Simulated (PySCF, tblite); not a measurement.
# C₇H₁₄F₂Si: geometry, infrared bands and NMR shifts

What infrared bands and NMR shifts should C₇H₁₄F₂Si (`CC(C)(C)/C(F)=C(\[SiH3])CF`) show?

Programs: tblite 0.8.0 and PySCF 2.14.0, with density-fitted response routines of our own. Each step states its level of theory. These are calculated values for one molecule in the gas phase, unless marked as measured. Atoms count from 0, in the outputs and in this text.

## (1) Starting geometry

24 atoms, charge 0, multiplicity 1; geometry from: force field or distance geometry start.

Bonds of the start (Å): C0–C1 1.53, C1–C2 1.54, C1–C3 1.54, C1–C4 1.54, C4–F5 1.36, C4–C6 1.36, C6–Si7 1.85, C6–C8 1.52, C8–F9 1.36, C0–H10 1.09, C0–H11 1.09, C0–H12 1.11, C2–H13 1.10, C2–H14 1.09, C2–H15 1.08, C3–H16 1.09, C3–H17 1.11, C3–H18 1.09, Si7–H19 1.48, Si7–H20 1.48, Si7–H21 1.49, C8–H22 1.08, C8–H23 1.09.

## (2) Geometry optimisation with GFN2-xTB

Job settings and geometry (Å):

```
{"job": {"kind": "relax", "xc": "GFN2-xTB", "basis": "xTB"}, "charge": 0, "multiplicity": 1}
C     -1.228900     1.020100    -1.094700
C     -1.147500    -0.081300    -0.039600
C     -2.213800    -1.138900    -0.390500
C     -1.498500     0.482700     1.349100
C      0.216700    -0.801300     0.023300
F      0.126700    -2.159200     0.037300
C      1.482900    -0.317600     0.037800
Si     2.057400     1.441400     0.083000
C      2.658000    -1.278800     0.065600
F      3.453800    -1.075500    -1.012600
H     -0.713400     1.931500    -0.800000
H     -0.839100     0.684700    -2.055100
H     -2.285100     1.322400    -1.249900
H     -3.217000    -0.683900    -0.436800
H     -2.269600    -1.935200     0.347800
H     -2.027100    -1.585600    -1.361000
H     -2.507300     0.903500     1.366500
H     -1.465900    -0.313400     2.124500
H     -0.813600     1.272300     1.674700
H      1.232400     2.222800     1.036600
H      3.454300     1.525500     0.549200
H      1.922300     2.053800    -1.264200
H      2.356700    -2.318800     0.049400
H      3.253800    -1.151600     0.966900
```

Command:

```
$ OMP_NUM_THREADS=1 python probes_run.py task.json out
```

The driver reads the jobs from task.json and runs them one after another.

**Question.** This job is followed by: GFN2-xTB harmonic vibrations, gas phase; GIAO PBE0/pcSseg-1 NMR shielding, non-relativistic, gas phase. What will the session give for the following? strongest single infrared mode (GFN2-xTB); zero-point energy (GFN2-xTB); 13C shifts against TMS (PBE0/pcSseg-1, means over atoms taken as alike); 1H shifts against TMS (PBE0/pcSseg-1, means over atoms taken as alike); 19F shifts against CFCl3 (PBE0/pcSseg-1); 29Si shifts against TMS (PBE0/pcSseg-1); surface potential, 1st and 99th percentile.

The runs gave:

| quantity | value |
| --- | --- |
| strongest single infrared mode (GFN2-xTB) | 2242 cm⁻¹, 358 km/mol |
| zero-point energy (GFN2-xTB) | 118.5 kcal/mol |
| 13C shifts against TMS (PBE0/pcSseg-1, means over atoms taken as alike) | 181.3, 111.1, 85.5, 38.7, 30.9 ppm |
| 1H shifts against TMS (PBE0/pcSseg-1, means over atoms taken as alike) | 5.58, 4.42, 1.30 ppm |
| 19F shifts against CFCl3 (PBE0/pcSseg-1) | -62.2, -254.8 ppm |
| 29Si shifts against TMS (PBE0/pcSseg-1) | -85.2 ppm |
| surface potential, 1st and 99th percentile | -1.02 V and 0.80 V |

In words: Relaxing lowered the energy by 0.220 eV in 125 steps; the close pair that moved most is C6–Si7, from 1.851 to 1.892 Å. No mode is imaginary among the 66: a minimum at this level. The strongest single mode, at 2242 cm⁻¹, moves mainly H19. GFN2-xTB is a fitted tight-binding method: band positions and strengths are rough. Its intensities can rank the bands wrongly. The most deshielded hydrogen is H22, H23 (mean) (hydrogen on an allylic sp3 CH2 bonded to F), at 5.58 ppm: its carbon carries F, hence the downfield position. At PBE0/pcSseg-1: The widest tensor belongs to F5: span 212 ppm, with a paramagnetic part of -244 ppm.
